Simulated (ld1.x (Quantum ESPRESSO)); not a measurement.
**Pseudopotential generation for copper: TM, revPBE**

Aim: build the potential from the settings below, then test how well it stands in for the atom: other configurations, scattering, ghost states and the plane-wave cutoff that it needs.

Method: ld1.x (Quantum ESPRESSO) 7.5, revPBE, scalar-relativistic.

## Step 1: The atom and the settings

The settings as typed:

* element: copper (Cu, Z = 29)
* type: norm-conserving Troullier–Martins (Kleinman–Bylander form)
* frozen core: [Ne]
* valence charge: 19
* reference configuration: 3s2 3p6 3d10 4s0.5 4p0 (charge +0.5)
* partial waves: 3s (bound): rc 0.90 bohr; 3p (bound): rc 1.20 bohr; 3d (bound): rc 0.95 bohr
* occupied shells without a wave: 4s
* local potential: all-electron potential smoothed inside 0.80 bohr (lloc = -1)
* core correction: a·sin(br)/r model core, default radius (core density twice the valence density)

An earlier all-electron run gives the scale for the radii.

All-electron outer shells of the reference configuration (revPBE, scalar-relativistic, ld1.x):

```json
{"shell": "2s", "level (eV)": "-1066.50", "outermost node (bohr)": "0.07", "outermost maximum (bohr)": "0.20"}
{"shell": "2p", "level (eV)": "-920.80", "outermost node (bohr)": "–", "outermost maximum (bohr)": "0.16"}
{"shell": "3s", "level (eV)": "-118.77", "outermost node (bohr)": "0.29", "outermost maximum (bohr)": "0.61"}
{"shell": "3p", "level (eV)": "-76.18", "outermost node (bohr)": "0.26", "outermost maximum (bohr)": "0.62"}
{"shell": "3d", "level (eV)": "-9.02", "outermost node (bohr)": "–", "outermost maximum (bohr)": "0.60"}
{"shell": "4s", "level (eV)": "-7.96", "outermost node (bohr)": "0.89", "outermost maximum (bohr)": "2.19"}
{"shell": "4p", "level (eV)": "-3.36", "outermost node (bohr)": "0.97", "outermost maximum (bohr)": "3.14"}
```

## Step 2: Generation

Input file Cu.in:

```
 &input
   title='Cu', zed=29., rel=1, dft='REVPBE', iswitch=3,
   config='[Ar] 3d10 4s0.5 4p0',
   nld=3, rlderiv=1.30, eminld=-11.0, emaxld=5.0, deld=0.04
 /
 &inputp
   pseudotype=2, tm=.true., lloc=-1, rcloc=0.80,
   nlcc=.true.,
   file_pseudopw='Cu.UPF', file_wfcaegen='ae.wfc', file_wfcncgen='nc.wfc', file_beta='beta', file_chi='chi'
 /
3
3S  1  0   2.00   0.00  0.90  0.90  0.0
3P  2  1   6.00   0.00  1.20  1.20  0.0
3D  3  2  10.00   0.00  0.95  0.95  0.0
 &test
   configts(1)='3s2 3p6 3d10 4s0.5 4p0'
 /
```

The run is started by

```bash
$ ld1.x < Cu.in > Cu.out
```

The output, Cu.out (without the banner and most projector matrices):

```text
     Program LD1 v.7.5
     --------------------------- All-electron run ----------------------------

     Cu
     scalar relativistic calculation

     atomic number is 29.00
     dft =REVPBE   lsd =0 sic =0 latt =0  beta=0.20 tr2=1.0E-14
     Exchange-correlation= REVPBE
                           (   1   4   4   4   0   0   0)
     mesh =1199 r(mesh) = 100.25372 a.u. xmin = -7.00 dx = 0.01250
     1 Ry =  13.60569312 eV, c = 137.03599908

     n l     nl                  e(Ry)          e(Ha)          e(eV)
     1 0     1S 1( 2.00)      -650.8958      -325.4479     -8855.8888
     2 0     2S 1( 2.00)       -78.3860       -39.1930     -1066.4959
     2 1     2P 1( 6.00)       -67.6777       -33.8389      -920.8021
     3 0     3S 1( 2.00)        -8.7298        -4.3649      -118.7744
     3 1     3P 1( 6.00)        -5.5989        -2.7995       -76.1770
     3 2     3D 1(10.00)        -0.6633        -0.3316        -9.0241
     4 0     4S 1( 0.50)        -0.5849        -0.2925        -7.9583
     4 1     4P 1( 0.00)        -0.2473        -0.1237        -3.3653

     final scf error:  7.1E-15 reached in  28 iterations

     Etot =   -3309.774621 Ry,   -1654.887311 Ha,  -45031.777805 eV

     Ekin =    3359.028943 Ry,    1679.514472 Ha,   45701.916996 eV
     Encl =   -7960.860176 Ry,   -3980.430088 Ha, -108313.020552 eV
     Eh   =    1427.298404 Ry,     713.649202 Ha,   19419.384079 eV
     Exc  =    -135.241793 Ry,     -67.620896 Ha,   -1840.058328 eV

     normalization and overlap integrals

     s(1S/1S) =  1.000000  <r> =   0.0521  <r2> =    0.0037  r(max) =   0.0341
     s(2S/2S) =  1.000000  <r> =   0.2351  <r2> =    0.0652  r(max) =   0.1960
     s(2P/2P) =  1.000000  <r> =   0.2064  <r2> =    0.0523  r(max) =   0.1585
     s(3S/3S) =  1.000000  <r> =   0.7122  <r2> =    0.5868  r(max) =   0.6112
     s(3P/3P) =  1.000000  <r> =   0.7500  <r2> =    0.6660  r(max) =   0.6189
     s(3D/3D) =  1.000000  <r> =   1.0301  <r2> =    1.4922  r(max) =   0.6036
     s(4S/4S) =  1.000000  <r> =   2.7650  <r2> =    8.9436  r(max) =   2.1874
     s(4P/4P) =  1.000000  <r> =   4.0907  <r2> =   19.8964  r(max) =   3.1431

     ------------------------ End of All-electron run ------------------------

     --------------------- Generating NC pseudopotential ---------------------

      Generating local potential from pseudized AE potential:
      Matching radius rcloc =   0.8000

      Local pseudo, rcloc= 0.805 Estimated cut-off energy=    38.30 Ry

      Computing core charge for nlcc:

       r > 0.33 : true rho core
       r < 0.33 : rho core = a sin(br)/r    a=  75.31  b=   7.97

      Integrated core pseudo-charge :   4.77

      Wfc   3S  rcut= 0.889  Using Troullier-Martins method

      Wfc   3P  rcut= 1.200  Using Troullier-Martins method

      Wfc   3D  rcut= 0.959  Using Troullier-Martins method

     ------------------- End of pseudopotential generation -------------------

     [... the all-electron block is printed once more ...]


     Computing logarithmic derivative in   1.30209
     Computing logarithmic derivative in   1.30209
     Computing the partial wave expansion
     R is outside the sphere for l=    0 j= 0.00
     R is outside the sphere for l=    1 j= 0.00
     R is outside the sphere for l=    2 j= 0.00

     ---------------------- Testing the pseudopotential ----------------------

     Cu
     scalar relativistic calculation

     atomic number is 29.00   valence charge is 19.00
     dft =REVPBE   lsd =0 sic =0 latt =0  beta=0.20 tr2=1.0E-14
     mesh =1199 r(mesh) = 100.25372 xmin = -7.00 dx = 0.01250

     n l     nl             e AE (Ry)        e PS (Ry)    De AE-PS (Ry)
     1 0     3S   1( 2.00)       -8.72976       -8.72985        0.00009
     2 1     3P   1( 6.00)       -5.59891       -5.59891        0.00001
     3 2     3D   1(10.00)       -0.66326       -0.66325       -0.00000
     2 0     4S   1( 0.50)       -0.58493       -0.59689        0.01196  !
     3 1     4P   1( 0.00)       -0.24735       -0.24788        0.00053

     eps = 6.4E-15  iter = 15

     Etot =   -3309.774621 Ry,   -1654.887311 Ha,  -45031.777805 eV
     Etotps =  -411.450272 Ry,    -205.725136 Ha,   -5598.066136 eV

     Ekin =     235.613962 Ry,     117.806981 Ha,    3205.691268 eV
     Encl =    -926.890724 Ry,    -463.445362 Ha,  -12610.990751 eV
     Ehrt =     345.693421 Ry,     172.846711 Ha,    4703.398607 eV
     Ecxc =     -58.970309 Ry,     -29.485155 Ha,    -802.331931 eV
     (Ecc =     -18.472682 Ry,      -9.236341 Ha,    -251.333647 eV)
     Epseu=      -6.896623 Ry,      -3.448311 Ha,     -93.833330 eV

     ---------------------- End of pseudopotential test ----------------------
```

It took 1.2 s on 1 thread, shared host. (Generation and the later configuration tests together.)

All-electron and pseudo partial waves u(r) = r·R(r), from the program's wave files:

| r (bohr) | 3d AE | 3d PS | 3s AE | 3s PS |
| --- | --- | --- | --- | --- |
| 0.060 | 0.0313 | 0.0072 | 0.1028 | 0.1219 |
| 0.120 | 0.1520 | 0.0538 | -0.5706 | 0.2467 |
| 0.180 | 0.3251 | 0.1635 | -0.6817 | 0.3772 |
| 0.240 | 0.5040 | 0.3339 | -0.3699 | 0.5157 |
| 0.300 | 0.6613 | 0.5379 | 0.0962 | 0.6629 |
| 0.360 | 0.7857 | 0.7354 | 0.5451 | 0.8167 |
| 0.420 | 0.8758 | 0.8915 | 0.8996 | 0.9695 |
| 0.480 | 0.9341 | 0.9885 | 1.1393 | 1.1083 |
| 0.540 | 0.9654 | 1.0287 | 1.2734 | 1.2163 |
| 0.600 | 0.9753 | 1.0270 | 1.3219 | 1.2779 |
| 0.660 | 0.9691 | 1.0016 | 1.3077 | 1.2857 |
| 0.720 | 0.9514 | 0.9669 | 1.2509 | 1.2440 |
| 0.780 | 0.9258 | 0.9309 | 1.1675 | 1.1665 |
| 0.840 | 0.8951 | 0.8960 | 1.0700 | 1.0700 |
| 0.900 | 0.8613 | 0.8614 | 0.9670 | 0.9670 |
| 0.960 | 0.8260 | 0.8260 | 0.8643 | 0.8643 |
| 1.020 | 0.7900 | 0.7900 | 0.7658 | 0.7658 |
| 1.080 | 0.7543 | 0.7543 | 0.6738 | 0.6738 |
| 1.140 | 0.7192 | 0.7192 | 0.5893 | 0.5893 |
| 1.200 | 0.6851 | 0.6851 | 0.5130 | 0.5130 |
| 1.260 | 0.6523 | 0.6523 | 0.4449 | 0.4449 |
| 1.320 | 0.6208 | 0.6208 | 0.3845 | 0.3845 |
| 1.380 | 0.5907 | 0.5907 | 0.3313 | 0.3313 |
| 1.440 | 0.5620 | 0.5620 | 0.2848 | 0.2848 |
| 1.500 | 0.5348 | 0.5348 | 0.2443 | 0.2443 |
| 1.560 | 0.5088 | 0.5088 | 0.2091 | 0.2091 |

## Step 3: Configuration tests

Input file Cu.test.in:

```
 &input
   title='Cu', zed=29., rel=1, dft='REVPBE', iswitch=2,
   config='[Ar] 3d10 4s0.5 4p0'
 /
 &test
   file_pseudo='Cu.UPF', nconf=8,
   configts(1)='3s2 3p6 3d10 4s0.5 4p0',
   configts(2)='3s2 3p6 3d10 4s1 4p0',
   configts(3)='3s2 3p6 3d10 4s0 4p0',
   configts(4)='3s2 3p6 3d9 4s0 4p0',
   configts(5)='3s2 3p6 3d10 4s0 4p1',
   configts(6)='3s1 3p6 3d10 4s1 4p0',
   configts(7)='3s2 3p6 3d9 4s1 4p0',
   configts(8)='3s2 3p6 3d7 4s0 4p0'
 /
```

The run is started by

```bash
$ ld1.x < Cu.test.in > Cu.test.out
```

Cu.test.out, the pseudopotential blocks:

```text
     ---------------------- Testing the pseudopotential ----------------------

     Cu
     scalar relativistic calculation

     atomic number is 29.00   valence charge is 19.00
     dft =REVPBE   lsd =0 sic =0 latt =0  beta=0.20 tr2=1.0E-14
     mesh =1199 r(mesh) = 100.25372 xmin = -7.00 dx = 0.01250

     n l     nl             e AE (Ry)        e PS (Ry)    De AE-PS (Ry)
     1 0     3S   1( 2.00)       -8.72976       -8.72985        0.00009
     2 1     3P   1( 6.00)       -5.59891       -5.59891        0.00001
     3 2     3D   1(10.00)       -0.66326       -0.66325       -0.00000
     2 0     4S   1( 0.50)       -0.58493       -0.59689        0.01196  !
     3 1     4P   1( 0.00)       -0.24735       -0.24788        0.00053

     eps = 6.5E-15  iter = 15

     Etot =   -3309.774621 Ry,   -1654.887311 Ha,  -45031.777805 eV
     Etotps =  -411.450272 Ry,    -205.725136 Ha,   -5598.066136 eV

     Ekin =     235.613962 Ry,     117.806981 Ha,    3205.691268 eV
     Encl =    -926.890724 Ry,    -463.445362 Ha,  -12610.990751 eV
     Ehrt =     345.693421 Ry,     172.846711 Ha,    4703.398607 eV
     Ecxc =     -58.970309 Ry,     -29.485155 Ha,    -802.331931 eV
     (Ecc =     -18.472682 Ry,      -9.236341 Ha,    -251.333647 eV)
     Epseu=      -6.896623 Ry,      -3.448311 Ha,     -93.833330 eV

     ---------------------- End of pseudopotential test ----------------------

     ---------------------- Testing the pseudopotential ----------------------

     Cu
     [...]
     n l     nl             e AE (Ry)        e PS (Ry)    De AE-PS (Ry)
     1 0     3S   1( 2.00)       -8.43177       -8.42646       -0.00531  !
     2 1     3P   1( 6.00)       -5.29968       -5.29441       -0.00527  !
     3 2     3D   1(10.00)       -0.36432       -0.35884       -0.00548  !
     2 0     4S   1( 1.00)       -0.33129       -0.33639        0.00510  !
     3 1     4P   1( 0.00)       -0.05016       -0.04616       -0.00400

     eps = 3.3E-15  iter = 15

     Etot =   -3310.002596 Ry,   -1655.001298 Ha,  -45034.879561 eV
     Etotps =  -411.682544 Ry,    -205.841272 Ha,   -5601.226352 eV
     dEtot_ae =      -0.227975 Ry
     dEtot_ps =      -0.232272 Ry,   Delta E=       0.004297 Ry

     [...]
     ---------------------- End of pseudopotential test ----------------------

     ---------------------- Testing the pseudopotential ----------------------

     Cu
     [...]
     n l     nl             e AE (Ry)        e PS (Ry)    De AE-PS (Ry)
     1 0     3S   1( 2.00)       -9.06182       -9.06691        0.00508  !
     2 1     3P   1( 6.00)       -5.93222       -5.93709        0.00487
     3 2     3D   1(10.00)       -0.99458       -0.99980        0.00522  !
     2 0     4S   1( 0.00)       -0.86284       -0.87998        0.01714  !
     3 1     4P   1( 0.00)       -0.47822       -0.48343        0.00521  !

     eps = 3.3E-16  iter =  9

     Etot =   -3309.413713 Ry,   -1654.706857 Ha,  -45026.867398 eV
     Etotps =  -411.081916 Ry,    -205.540958 Ha,   -5593.054392 eV
     dEtot_ae =       0.360908 Ry
     dEtot_ps =       0.368356 Ry,   Delta E=      -0.007448 Ry

     [...]
     ---------------------- End of pseudopotential test ----------------------

     ---------------------- Testing the pseudopotential ----------------------

     Cu
     [...]
     n l     nl             e AE (Ry)        e PS (Ry)    De AE-PS (Ry)
     1 0     3S   1( 2.00)      -10.30928      -10.31810        0.00882  !
     2 1     3P   1( 6.00)       -7.16935       -7.17808        0.00873  !
     3 2     3D   1( 9.00)       -2.16838       -2.17679        0.00840  !
     2 0     4S   1( 0.00)       -1.63083       -1.65834        0.02751  !
     3 1     4P   1( 0.00)       -1.12445       -1.13226        0.00781  !

     eps = 8.3E-15  iter =  7

     Etot =   -3307.855172 Ry,   -1653.927586 Ha,  -45005.662360 eV
     Etotps =  -409.516343 Ry,    -204.758172 Ha,   -5571.753698 eV
     dEtot_ae =       1.919450 Ry
     dEtot_ps =       1.933929 Ry,   Delta E=      -0.014479 Ry

     [...]
     ---------------------- End of pseudopotential test ----------------------

     ---------------------- Testing the pseudopotential ----------------------

     Cu
     [...]
     n l     nl             e AE (Ry)        e PS (Ry)    De AE-PS (Ry)
     1 0     3S   1( 2.00)       -8.58989       -8.58838       -0.00151
     2 1     3P   1( 6.00)       -5.45917       -5.45748       -0.00169
     3 2     3D   1(10.00)       -0.52159       -0.51976       -0.00183
     2 0     4S   1( 0.00)       -0.43841       -0.44734        0.00893  !
     3 1     4P   1( 1.00)       -0.12198       -0.11767       -0.00431

     eps = 9.9E-15  iter = 14

     Etot =   -3309.702273 Ry,   -1654.851136 Ha,  -45030.793453 eV
     Etotps =  -411.371031 Ry,    -205.685516 Ha,   -5596.988011 eV
     dEtot_ae =       0.072349 Ry
     dEtot_ps =       0.079241 Ry,   Delta E=      -0.006892 Ry

     [...]
     ---------------------- End of pseudopotential test ----------------------

     ---------------------- Testing the pseudopotential ----------------------

     Cu
     [...]
     n l     nl             e AE (Ry)        e PS (Ry)    De AE-PS (Ry)
     1 0     3S   1( 1.00)       -9.60342       -9.59786       -0.00556  !
     2 1     3P   1( 6.00)       -6.46099       -6.45298       -0.00802  !
     3 2     3D   1(10.00)       -1.45073       -1.44723       -0.00350
     2 0     4S   1( 1.00)       -0.99459       -1.01131        0.01672  !
     3 1     4P   1( 0.00)       -0.55960       -0.55967        0.00007

     eps = 8.3E-15  iter = 11

     Etot =   -3301.017979 Ry,   -1650.508989 Ha,  -44912.637615 eV
     Etotps =  -402.701245 Ry,    -201.350623 Ha,   -5479.029562 eV
     dEtot_ae =       8.756642 Ry
     dEtot_ps =       8.749027 Ry,   Delta E=       0.007616 Ry

     [...]
     ---------------------- End of pseudopotential test ----------------------

     ---------------------- Testing the pseudopotential ----------------------

     Cu
     [...]
     n l     nl             e AE (Ry)        e PS (Ry)    De AE-PS (Ry)
     1 0     3S   1( 2.00)       -9.51054       -9.50670       -0.00384
     2 1     3P   1( 6.00)       -6.36986       -6.36632       -0.00354
     3 2     3D   1( 9.00)       -1.37910       -1.37484       -0.00426
     2 0     4S   1( 1.00)       -0.98851       -1.00513        0.01662  !
     3 1     4P   1( 0.00)       -0.55781       -0.55849        0.00068

     eps = 6.5E-16  iter = 12

     Etot =   -3309.158159 Ry,   -1654.579079 Ha,  -45023.390401 eV
     Etotps =  -410.842677 Ry,    -205.421338 Ha,   -5589.799382 eV
     dEtot_ae =       0.616463 Ry
     dEtot_ps =       0.607595 Ry,   Delta E=       0.008868 Ry

     [...]
     ---------------------- End of pseudopotential test ----------------------

     ---------------------- Testing the pseudopotential ----------------------

     Cu
     [...]
     n l     nl             e AE (Ry)        e PS (Ry)    De AE-PS (Ry)
     1 0     3S   1( 2.00)      -13.50996      -13.52635        0.01639  !
     2 1     3P   1( 6.00)      -10.33371      -10.34926        0.01556  !
     3 2     3D   1( 7.00)       -5.20622       -5.21470        0.00848  !
     2 0     4S   1( 0.00)       -3.53073       -3.59501        0.06428  !
     3 1     4P   1( 0.00)       -2.81880       -2.83712        0.01833  !

     eps = 3.9E-15  iter =  9

     Etot =   -3300.615582 Ry,   -1650.307791 Ha,  -44907.162731 eV
     Etotps =  -402.257351 Ry,    -201.128675 Ha,   -5472.990069 eV
     dEtot_ae =       9.159039 Ry
     dEtot_ps =       9.192921 Ry,   Delta E=      -0.033882 Ry

     [...]
     ---------------------- End of pseudopotential test ----------------------
```

The tests as a table, with energies relative to 3s2 3p6 3d10 4s0.5 4p0.

```tsv
valence configuration	charge	ΔE all-electron (eV)	error AE − PS (meV)
3s2 3p6 3d10 4s1 4p0	0	-3.102	+58
3s2 3p6 3d10 4s0 4p0	+1	4.910	-101
3s2 3p6 3d9 4s0 4p0	+2	26.115	-197
3s2 3p6 3d10 4s0 4p1	0	0.984	-94
3s1 3p6 3d10 4s1 4p0	+1	119.140	+104
3s2 3p6 3d9 4s1 4p0	+1	8.387	+121
3s2 3p6 3d7 4s0 4p0	+4	124.615	-461
```

## Step 4: Logarithmic derivatives

Taken from the files of the generation run. The phase is arctan(r·u′/u) with u = r·R, unwrapped, with energies in Ry. A pole is an energy at which the radial function vanishes at the test radius. The pseudo phase is shifted by a multiple of π to meet the all-electron one at the reference energy. Levels narrower than the energy grid can be missing from the poles. The last column is the largest difference on the grid between −1 and +1 Ry.

```tsv
channel	radius (bohr)	reference (Ry)	poles AE	poles PS	window around the reference with phases within 0.05 rad (Ry)	largest difference near zero (rad)
s	1.30	-8.73	-7.80	-7.80	below 1.4	0.037
p	1.30	-5.60	-4.41	-4.41	the whole range	0.003
d	1.30	-0.66	1.07	1.08	the whole range	0.001
```

Phases (rad) along the scan:

| E (Ry) | s AE | s PS | d AE | d PS |
| --- | --- | --- | --- | --- |
| -11.00 | 1.122 | 1.121 | 1.338 | 1.338 |
| -10.52 | 1.023 | 1.022 | 1.333 | 1.333 |
| -10.04 | 0.811 | 0.808 | 1.327 | 1.327 |
| -9.56 | 0.189 | 0.185 | 1.320 | 1.320 |
| -9.08 | -0.895 | -0.895 | 1.313 | 1.313 |
| -8.60 | -1.342 | -1.342 | 1.305 | 1.305 |
| -8.12 | -1.510 | -1.510 | 1.296 | 1.297 |
| -7.64 | -1.595 | -1.595 | 1.287 | 1.287 |
| -7.16 | -1.647 | -1.648 | 1.276 | 1.276 |
| -6.68 | -1.684 | -1.685 | 1.264 | 1.264 |
| -6.20 | -1.713 | -1.714 | 1.250 | 1.250 |
| -5.72 | -1.737 | -1.738 | 1.234 | 1.234 |
| -5.24 | -1.758 | -1.760 | 1.214 | 1.214 |
| -4.76 | -1.777 | -1.779 | 1.190 | 1.191 |
| -4.28 | -1.795 | -1.798 | 1.161 | 1.161 |
| -3.80 | -1.812 | -1.816 | 1.123 | 1.123 |
| -3.32 | -1.830 | -1.835 | 1.071 | 1.071 |
| -2.84 | -1.849 | -1.854 | 0.995 | 0.996 |
| -2.36 | -1.868 | -1.875 | 0.876 | 0.877 |
| -1.88 | -1.889 | -1.897 | 0.661 | 0.663 |
| -1.40 | -1.912 | -1.922 | 0.229 | 0.230 |
| -0.92 | -1.937 | -1.950 | -0.482 | -0.482 |
| -0.44 | -1.965 | -1.981 | -1.036 | -1.036 |
| 0.04 | -1.997 | -2.018 | -1.316 | -1.315 |
| 0.52 | -2.034 | -2.062 | -1.466 | -1.465 |
| 1.00 | -2.078 | -2.115 | -1.559 | -1.558 |
| 1.48 | -2.130 | -2.180 | -1.625 | -1.623 |
| 1.96 | -2.194 | -2.263 | -1.675 | -1.673 |
| 2.44 | -2.272 | -2.370 | -1.718 | -1.714 |
| 2.92 | -2.372 | -2.510 | -1.755 | -1.751 |
| 3.40 | -2.498 | -2.694 | -1.791 | -1.786 |
| 3.88 | -2.659 | -2.929 | -1.826 | -1.820 |
| 4.36 | -2.860 | -3.204 | -1.862 | -1.854 |
| 4.84 | -3.095 | -3.485 | -1.901 | -1.891 |

## Step 5: Plane-wave convergence, by spherical Bessel functions

This step uses the generator's waves and projectors in a separate script. Basis: spherical Bessel functions vanishing at 20 bohr, q² up to the cutoff; potential fixed at the reference.

All-electron valence levels (Ry): 3s -8.7298, 4s -0.5849, 3p -5.5989, 4p -0.2473, 3d -0.6633. The lowest levels of each channel (Ry) by cutoff; the last column sums, over occupied levels, occupation times the distance from the level at 400 Ry. A positive value at high cutoff is not a bound level.

| cutoff (Ry) | s #1 | s #2 | p #1 | p #2 | d #1 | f #1 | Σ f·Δε (mRy) |
| --- | --- | --- | --- | --- | --- | --- | --- |
| 8 | -7.0411 | -0.4526 | -1.4599 | -0.1352 | -0.0411 | 0.0342 | 34504.8 |
| 18 | -8.3118 | -0.5717 | -3.3236 | -0.1882 | -0.0424 | 0.0342 | 20708.1 |
| 35 | -8.3742 | -0.5858 | -5.0302 | -0.2303 | -0.0442 | 0.0342 | 10318.9 |
| 55 | -8.5642 | -0.5901 | -5.5079 | -0.2443 | -0.0483 | 0.0342 | 7030.5 |
| 90 | -8.7078 | -0.5945 | -5.5976 | -0.2478 | -0.1277 | 0.0342 | 5408.6 |
| 140 | -8.7161 | -0.5952 | -5.5985 | -0.2479 | -0.5394 | 0.0342 | 1268.1 |
| 230 | -8.7292 | -0.5968 | -5.5989 | -0.2479 | -0.6625 | 0.0342 | 8.1 |
| 400 | -8.7298 | -0.5969 | -5.5989 | -0.2479 | -0.6632 | 0.0342 | 0.0 |

The sum stays within 10 mRy from 230 Ry and within 1 mRy only somewhere over 300 Ry. The sum leaves out empty levels, which can need more. Ghost test: no level below the all-electron spectrum of its channel (s, p, d, f tested).

## Step 6: What came out

| quantity | value |
| --- | --- |
| cutoffs for 10 and 1 mRy, occupied levels | 230 Ry and over 300 Ry |
| bound ghosts | none found |
| largest miss of a reference level | 163 meV (4s) |
| largest test error (AE − PS) | -461 meV, for 3s2 3p6 3d7 4s0 4p0 |
| largest phase difference near zero energy, channels read | 0.037 rad |

What this shows: Already in the reference configuration the 4s level is off by 163 meV; it has no partial wave or projector of its own. By total energies transferability is poor: the largest error is 461 meV on 124.6 eV, for 3s2 3p6 3d7 4s0 4p0. That test lies far up in energy; among those under 40 eV, nearer to bonding, the largest error is 197 meV. By its cutoff, 230 Ry for the looser tolerance, it is very hard. The tighter tolerance needs over 300 Ry, and converged work needs a cutoff nearer that. No bound ghost shows below the valence levels. Near zero energy the largest phase difference among the channels read is 0.04 rad, in the s channel.
